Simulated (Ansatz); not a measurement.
# K3ScSi: the cost of one run

Program: Ansatz 0.2.0. Level of theory: DFT PBE, scalar-relativistic, plane waves, PAW. These are calculated values, not measurements.

### Step 1. Starting point

It takes space group P6/mmm (No. 191, hexagonal). The conventional cell has a = 7.364 Å, b = 7.364 Å, c = 5.181 Å, α = 90.00°, β = 90.00°, γ = 120.00°. K (site symmetry mmm) is surrounded by 2 Si at 3.68 Å and 4 K at 3.68 Å. Sc (site symmetry 6/mmm) is surrounded by 2 Si at 2.59 Å. Si (site symmetry 6/mmm) is surrounded by 2 Sc at 2.59 Å and 6 K at 3.68 Å.

Coordinates:

```cif
data_structure
_symmetry_space_group_name_H-M 'P 1'
_symmetry_Int_Tables_number 1
_cell_length_a 7.3637
_cell_length_b 7.3637
_cell_length_c 5.1807
_cell_angle_alpha 90.000
_cell_angle_beta 90.000
_cell_angle_gamma 120.000
_cell_volume 243.29
loop_
_atom_site_label
_atom_site_type_symbol
_atom_site_fract_x
_atom_site_fract_y
_atom_site_fract_z
_atom_site_occupancy
K1 K 0.50000 0.00000 0.00000 1
K2 K 0.00000 0.50000 0.00000 1
K3 K 0.50000 0.50000 0.00000 1
Sc1 Sc 0.00000 0.00000 0.50000 1
Si1 Si 0.00000 0.00000 0.00000 1
```

The cell was relaxed beforehand at this level, from a generated guess; it needn't be the stable form of this composition. At a tolerance of 0.05 Å it has space group P6/mmm (No. 191); it has 48.66 Å³/atom, an uncorrected energy of +0.32 eV/atom over the elements.

### Step 2. Bands, states and charges

input.yaml

```yaml
crystal:
  lattice:
    - [7.3637354038, 0.0, 0.0]
    - [-3.6818677019, 6.3771819264, 0.0]
    - [0.0, 0.0, 5.180749052]
  atoms:
    - { symbol: K, position: [0.5, 0.0, 0.0] }
    - { symbol: K, position: [0.0, 0.5, 0.0] }
    - { symbol: K, position: [0.5, 0.5, 0.0] }
    - { symbol: Sc, position: [0.0, 0.0, 0.5] }
    - { symbol: Si, position: [0.0, 0.0, 0.0] }
basis:
  ecutwfc: 420
kpoints:
  mp_grid: { grid: [6, 6, 8] }
  band_path:
    path:
      - [[0.0, 0.0, 0.0], [0.5, 0.0, 0.0], [0.33333333, 0.33333333, 0.0], [0.0, 0.0, 0.0], [0.0, 0.0, 0.5], [0.5, 0.0, 0.5], [0.33333333, 0.33333333, 0.5], [0.0, 0.0, 0.5]]
      - [[0.5, 0.0, 0.5], [0.5, 0.0, 0.0]]
      - [[0.33333333, 0.33333333, 0.5], [0.33333333, 0.33333333, 0.0]]
    npoints: 14
hamiltonian:
  xc: pbe
scf:
  occupations: { method: gaussian, width: 0.1 }
  n_extra_bands: 12
output:
  forces: true
  stress: true
  eigenvalues: true
  populations: true
  dos: { projected: true, de: 0.02, nscf_kmesh: { grid: [8, 8, 10] } }
  bader: true
  write_density: true
  write_potential: true
  elf: true
  volumetric_format: npy
```

Started as:

```
ansatz run input.yaml --threads 1 --pin off --max-ram 2048MiB --backend cpu --events-out ev --progress --plain --runs-dir out
```

Q: Estimate wall time and peak memory on 1 thread of Arm Neoverse V2, shared host.

About 78 s, with a peak of 0.81 GiB.
